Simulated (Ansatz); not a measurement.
# AlGeH+ (quartet): from Hartree-Fock to the top rungs, cc-pVTZ

Aim: climb from Hartree-Fock through coupled cluster and multireference methods for AlGeH+ (quartet) at one geometry and basis, and see what each rung misses.

Method: cc-pVTZ, core rule «outside noble gas», up to 19 orbitals frozen; program: Ansatz 0.2.0, Gaussian basis.

The runs, in order: UHF; CCSD(T) on ROHF; CCSD(T) on UHF; BCCD(T) on ROHF; CCSDT(Q) on ROHF; CCSDT(Q) on UHF; CASSCF and MRCISD+Q, 7 electrons in 9 orbitals; CASSCF and NEVPT2, 7 electrons in 9 orbitals.

6 further runs of the same task are left out: 6 set aside as unsound or not needed. Runs told in other sessions of the task aren't counted.

## Step 1: The system

The geometry is a PBE0/def2-TZVP stationary point (not a proven minimum) of the parent state, kept for this charge and spin. No spin-orbit coupling is included. The filled d shell of Ge may be among the frozen orbitals whatever the setting's name suggests.

3 atoms, charge 1, spin multiplicity 4.

Atoms are counted from 1 here; the program's logs count them from 0.

Bond lengths: Ge1–Al2 2.449 Å, Ge1–H3 1.690 Å. Angles: Al2–Ge1–H3 53.8°.

Geometry (Å):

```xyz
3
charge 1, multiplicity 4
Ge    0.0000   -0.0088    0.6666
Al    0.0000   -0.0265   -1.7820
H     0.0000    1.3471   -0.3412
```

## Step 2: UHF

The input, in.yaml:

```yaml
crystal:
  periodic: [false, false, false]
  atoms:
    - {symbol: Ge, position_ang: [0.000000, -0.008843, 0.666646]}
    - {symbol: Al, position_ang: [0.000000, -0.026517, -1.782004]}
    - {symbol: H, position_ang: [0.000000, 1.347127, -0.341215]}
basis:
  gaussian: {orbitals: cc-pVTZ}
total_charge: 1
magnetization: {spin_polarized: true, initial_magnetization: 3}
hamiltonian: {xc: hf}
output: {orbitals: {seedname: orbitals}}
```

Started as:

```console
$ ansatz run in.yaml --threads 1 --pin off --events-out ev --progress --plain --max-ram 2816MiB --backend cpu
```

Further steps of the session: CCSD(T) on ROHF; CCSD(T) on UHF; BCCD(T) on ROHF; CCSDT(Q) on ROHF; CCSDT(Q) on UHF; CASSCF and MRCISD+Q, 7 electrons in 9 orbitals; CASSCF and NEVPT2, 7 electrons in 9 orbitals.

Before running them: what should the planned runs give, taken together? Wanted: UCCSDT(Q) from the RHF energy; RMP2 from UCCSDT(Q); UMP2 from UCCSDT(Q); RCCSD from UCCSDT(Q); RCCSD(T) from UCCSDT(Q); UCCSD(T) from UCCSDT(Q); RCCSDT(Q) from UCCSDT(Q); NEVPT2 valence from UCCSDT(Q); MRCISD+Q valence from UCCSDT(Q).

As calculated:

```
                         quantity                      value
    UCCSDT(Q) from the ROHF energy                 -3.9137 eV
              RMP2 from UCCSDT(Q)                 +897.6 meV
              UMP2 from UCCSDT(Q)                 +917.2 meV
             RCCSD from UCCSDT(Q)                 +250.1 meV
          RCCSD(T) from UCCSDT(Q)                  +64.1 meV
          UCCSD(T) from UCCSDT(Q)                  +57.1 meV
         RCCSDT(Q) from UCCSDT(Q)                   +9.0 meV
    NEVPT2 valence from UCCSDT(Q)                 +576.9 meV
  MRCISD+Q valence from UCCSDT(Q)                  +48.4 meV
levels within 1 kcal/mol (43 meV)  RCCSDT, UCCSDT, RCCSDT(Q)
                    T1 diagnostic                      0.044
   effectively unpaired electrons                       3.04
```

RCCSD(T) lands +64.1 meV from the yardstick (1.6 % of the correlation energy). The occupations are near whole numbers, but T1 = 0.044 shows that the orbitals relax strongly. Of the multireference levels listed MRCISD+Q valence comes nearest in total energy (+48.4 meV), which doesn't show that its space is the better one. These misses are within one basis, not against nature; the frozen cores of restricted and unrestricted runs differ, which can shift their rows.
